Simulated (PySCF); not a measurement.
# C3H9Ga: the cost of one run

Programs: PySCF 2.14.0, with density-fitted response routines of our own. Each step states its level of theory. These are calculated values for one molecule in the gas phase, unless marked as measured. Atoms are numbered from 0 throughout.

## Step 1: The molecule as given

13 atoms, charge 0, multiplicity 1; geometry from: GFN2-xTB. The atoms were then displaced at random by about 0.01 Å, so the start is not that level's minimum.

Bonds of the start (Å): C0–C1 1.50, C1–C2 1.52, C2–Ga3 2.08, C0–H4 1.10, C0–H5 1.12, C0–H6 1.08, C1–H7 1.10, C1–H8 1.09, C2–H9 1.08, C2–H10 1.12, Ga3–H11 1.56, Ga3–H12 1.61.

## Step 2: Optimising the geometry at PBE0-D3(BJ)/def2-SVP

Job settings and geometry (Å):

```
{"job": {"xc": "PBE0", "basis": "def2-SVP", "d3": "d3bj", "grid": 1, "shake": 0.01, "kind": "geom"}, "charge": 0, "multiplicity": 1}
C     -1.258060     0.227570    -1.022140
C     -0.842450    -0.338060     0.304500
C      0.568210    -0.890710     0.209500
Ga     1.877700     0.687740    -0.115440
H     -0.581600     1.039050    -1.338160
H     -2.280140     0.685730    -0.958800
H     -1.270010    -0.513410    -1.801610
H     -0.853410     0.460900     1.064580
H     -1.538600    -1.111560     0.630510
H      0.656060    -1.633060    -0.576860
H      0.827780    -1.418360     1.157010
H      3.269950     0.639080    -0.814900
H      1.430400     2.148200     0.390230
```

Run with:

```
$ OMP_NUM_THREADS=1 python probes_run.py task.json out
```

The driver reads the jobs from task.json and runs them one after another.

**Question.** How long does this first job take on 1 thread of Arm Neoverse V2, shared host, and how much memory does it need?

About 44 s, with a peak of 0.52 GiB.
